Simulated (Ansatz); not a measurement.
# C2H6AlFO2: how energies converge with the basis set

How large a basis does C2H6AlFO2 need? Two functionals are run in growing sets.

The runs use Ansatz 0.2.0, Gaussian basis; one geometry, several basis sets.

Levels to be run: PBE0-D4/def2-SVP; ωB97M-V/def2-SVP; PBE0-D4/def2-QZVPP; ωB97M-V/def2-QZVPP; the functionals' def2-TZVPP values are taken from earlier runs.

## Step 1: Structure used throughout

An earlier PBE0-D4 in a triple-zeta def2 set relaxation fixed the geometry.

SMILES `C[O][Al]([F])[O]C`, 12 atoms, charge 0, spin multiplicity 1.

Atoms are counted from 1 here; the program's logs count them from 0.

Bond lengths: C1–O2 1.395 Å, C1–H7 1.095 Å, C1–H8 1.097 Å, C1–H9 1.095 Å, O2–Al3 1.669 Å, Al3–F4 1.639 Å, Al3–O5 1.669 Å, O5–C6 1.395 Å, C6–H10 1.095 Å, C6–H11 1.095 Å, C6–H12 1.097 Å. Angles: O2–C1–H7 110.0°, O2–C1–H8 112.8°, O2–C1–H9 110.0°, H7–C1–H8 107.9°, H7–C1–H9 107.9°, H8–C1–H9 108.0°, C1–O2–Al3 139.5°, O2–Al3–F4 117.0°, O2–Al3–O5 126.0°, F4–Al3–O5 117.0°, Al3–O5–C6 139.9°, O5–C6–H10 110.0°, O5–C6–H11 110.0°, O5–C6–H12 112.8°, H10–C6–H11 107.9°, H10–C6–H12 108.0°, H11–C6–H12 108.0°.

## Step 2: PBE0-D4 in def2-SVP

Contents of in.yaml:

```yaml
crystal:
  periodic: [false, false, false]
  atoms:
    - {symbol: C, position_ang: [-1.234701, -1.590592, 0.559447]}
    - {symbol: O, position_ang: [-1.271360, -0.286897, 1.055322]}
    - {symbol: Al, position_ang: [-0.478035, 1.168663, 0.858954]}
    - {symbol: F, position_ang: [-0.993779, 2.425802, 1.774840]}
    - {symbol: O, position_ang: [0.791652, 1.461471, -0.183716]}
    - {symbol: C, position_ang: [1.572030, 0.794032, -1.128022]}
    - {symbol: H, position_ang: [-1.051493, -2.297060, 1.375357]}
    - {symbol: H, position_ang: [-0.452827, -1.736280, -0.195585]}
    - {symbol: H, position_ang: [-2.196533, -1.844939, 0.102735]}
    - {symbol: H, position_ang: [2.625329, 0.821809, -0.831073]}
    - {symbol: H, position_ang: [1.483355, 1.285510, -2.102167]}
    - {symbol: H, position_ang: [1.283262, -0.256619, -1.251893]}
basis:
  gaussian: {orbitals: def2-SVP}
hamiltonian: {xc: pbe0, dispersion: d4}
output: {orbitals: {seedname: orbitals}}
```

Started as:

```bash
ansatz run in.yaml --threads 4 --pin off --events-out ev --progress --plain --max-ram 10444MiB
```

The runs that follow: ωB97M-V in def2-SVP; PBE0-D4 in def2-QZVPP; ωB97M-V in def2-QZVPP.

Before running them: what should the planned runs give, taken together? Wanted: PBE0-D4: double and triple zeta above quadruple; ωB97M-V: double and triple zeta above quadruple.

The runs gave:

| quantity | value |
| --- | --- |
| PBE0-D4: double and triple zeta above quadruple | 14.06, 0.76 eV |
| ωB97M-V: double and triple zeta above quadruple | 14.31, 0.72 eV |

What this shows: For PBE0-D4 the step from double to triple zeta gains 13.31 eV and the next only 0.76 eV. These are total energies; as a rule much of such shifts cancels in differences, which this series doesn't test. The LUMO of ωB97M-V is positive and keeps falling with the basis (1.33 to 0.66 eV): an unbound level that the basis holds in place.
